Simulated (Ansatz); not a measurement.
# InSe2: convergence and cost

An exercise on one series of results from a longer session: the logs are not shown, and one member is left open.

Program: Ansatz 0.2.0. Level of theory: DFT PBEsol, scalar-relativistic, plane waves, PAW for the base; runs at other levels say so in their headings and inputs. These are calculated values, not measurements.

### Starting point

It takes space group P4/nmm (No. 129, tetragonal). Conventional cell: a = 3.895 Å, b = 3.895 Å, c = 9.626 Å, α = 90.00°, β = 90.00°, γ = 90.00°. In (site symmetry 4mm) is surrounded by 4 Se at 2.84 Å. Se (site symmetry 4mm) has 4 In at 2.84 Å as nearest neighbours. Around Se (site symmetry -4m2) lie 4 Se at 2.75 Å.

Coordinates:

```xyz
6
Lattice="3.8949 0.0000 0.0000 0.0000 3.8949 0.0000 0.0000 0.0000 9.6262" Properties=species:S:1:pos:R:3 pbc="T T T"
In    0.0000    1.9474    6.8006
In    1.9474    0.0000    2.8256
Se    0.0000    1.9474    3.5252
Se    1.9474    0.0000    6.1010
Se    0.0000    0.0000    0.0000
Se    1.9474    1.9474    0.0000
```

The structure comes from the Materials Project (structure only); it is used as listed.

Set-up of the first run:

The input, input.yaml:

```yaml
crystal:
  lattice:
    - [3.894893, 0.0, 0.0]
    - [0.0, 3.894893, 0.0]
    - [0.0, 0.0, 9.626231]
  atoms:
    - { symbol: In, position: [0.0, 0.5, 0.706468] }
    - { symbol: In, position: [0.5, 0.0, 0.293532] }
    - { symbol: Se, position: [0.0, 0.5, 0.366212] }
    - { symbol: Se, position: [0.5, 0.0, 0.633788] }
    - { symbol: Se, position: [0.0, 0.0, 0.0] }
    - { symbol: Se, position: [0.5, 0.5, 0.0] }
basis:
  ecutwfc: 420
kpoints:
  mp_grid: { grid: [6, 6, 2] }
hamiltonian:
  xc: pbesol
scf:
  occupations: { method: gaussian, width: 0.1 }
output:
  forces: true
  stress: true
  eigenvalues: true
```

Started as:

```console
ansatz run input.yaml --threads 1 --pin off --max-ram 2560MiB --backend cpu --events-out ev --progress --plain --runs-dir out
```

Steps of the session up to this table: Quick check of gap, pressure and forces; The base run, for reference; Functional: LDA; Functional: PBE; Functional set to r2SCAN.

One table of the session follows, with a row left open; its other results are not shown here.

It belongs to the step «The sweep of the functional side by side». 

| functional | pressure (GPa) | largest force (eV/Å) |
| --- | --- | --- |
| PBEsol | ? | ? |
| LDA | -4.9 | 0.182 |
| PBE | -0.1 | 0.055 |
| r2SCAN | -1.8 | 0.163 |

**Question.** Estimate the row for PBEsol.

As computed: pressure (GPa): -3.3; largest force (eV/Å): 0.102. In the column «pressure (GPa)» it lies between LDA (-4.9) and r2SCAN (-1.8).

Caveats from the session: Spin polarisation is off in the runs that give these values; a magnetic solution could lie lower.
